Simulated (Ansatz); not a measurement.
# CH7BOSi: the cost of one run

All numbers are computed with Ansatz 0.2.0 through its Python package. Level of theory: PBE/STO-3G.

### 1 Starting point

Bond lengths: C1–O2 1.365 Å, O2–B3 1.456 Å, B3–Si4 2.049 Å, C1–H5 1.101 Å, C1–H6 1.179 Å, C1–H7 1.112 Å, B3–H8 1.140 Å, Si4–H9 1.506 Å, Si4–H10 1.437 Å, Si4–H11 1.422 Å. Angles (14 of 16 angles, heavy atoms first): C1–O2–B3 106.2°, O2–B3–Si4 119.3°, O2–C1–H5 116.7°, O2–C1–H6 108.1°, O2–C1–H7 113.9°, O2–B3–H8 124.0°, Si4–B3–H8 116.7°, B3–Si4–H9 106.3°, B3–Si4–H10 107.1°, B3–Si4–H11 106.8°, H5–C1–H6 104.3°, H5–C1–H7 109.1°, H6–C1–H7 103.4°, H9–Si4–H10 111.0°.

The script holds or builds the structure itself.

### 2 The script

spin_ch7bosi.py reads:

```python
import ansatz as az

GEOMETRY = """
C    -1.33130    1.08250   -0.41150
O    -1.20490    0.19150    0.61470
B    -0.33300   -0.86750    0.12720
Si    1.68480   -0.73860    0.46190
H    -0.41820    1.61480   -0.71920
H    -2.06460    1.93900   -0.06580
H    -1.83070    0.66430   -1.31290
H    -0.70580   -1.80680   -0.40140
H     1.85960   -0.64440    1.95470
H     2.27710   -1.94320   -0.05170
H     2.13230    0.45160   -0.17530
"""


def main() -> None:
    geometry = az.Crystal.molecule()
    for line in GEOMETRY.strip().splitlines():
        symbol, *xyz = line.split()
        geometry = geometry.atom(symbol, [float(v) for v in xyz])

    job = (
        geometry.calculation()
        .basis(gaussian="STO-3G")
        .functional("PBE")
    )
    found = {}
    for unpaired in [0, 2]:
        rep = job.spin("collinear", total=unpaired).run(threads=1).report
        s = unpaired / 2
        found[unpaired] = rep["free_energy_ev"]
        print(f"2S+1 = {unpaired + 1}: E = {found[unpaired]:.5f} eV, <S^2> = {abs(rep['mean_field']['state']['spin_squared']):.3f} (pure state {s * (s + 1):.2f})")
    lowest = min(found, key=found.get)
    for unpaired, e in found.items():
        print(f"multiplicity {unpaired + 1}: {(e - found[lowest]):.3f} eV above the lowest")


if __name__ == "__main__":
    main()
```

### 3 The calls as engine input

The package turns the script's settings into the engine's input (first run):

```yaml
crystal:
  periodic: [false, false, false]
  atoms:
    - { symbol: C, position_ang: [-1.3313, 1.0825, -0.4115] }
    - { symbol: O, position_ang: [-1.2049, 0.1915, 0.6147] }
    - { symbol: B, position_ang: [-0.333, -0.8675, 0.1272] }
    - { symbol: Si, position_ang: [1.6848, -0.7386, 0.4619] }
    - { symbol: H, position_ang: [-0.4182, 1.6148, -0.7192] }
    - { symbol: H, position_ang: [-2.0646, 1.939, -0.0658] }
    - { symbol: H, position_ang: [-1.8307, 0.6643, -1.3129] }
    - { symbol: H, position_ang: [-0.7058, -1.8068, -0.4014] }
    - { symbol: H, position_ang: [1.8596, -0.6444, 1.9547] }
    - { symbol: H, position_ang: [2.2771, -1.9432, -0.0517] }
    - { symbol: H, position_ang: [2.1323, 0.4516, -0.1753] }
basis:
  gaussian:
    orbitals: STO-3G
hamiltonian:
  xc: pbe
magnetization:
  spin_polarized: true
  initial_magnetization: 0.0
```

### 4 The run

Launch:

```console
> python spin_ch7bosi.py
```

**Question.** How long does this script take on 1 thread of Arm Neoverse V1, shared host, and how much memory does it need?

About 3.8 s, with a peak of 0.17 GiB.
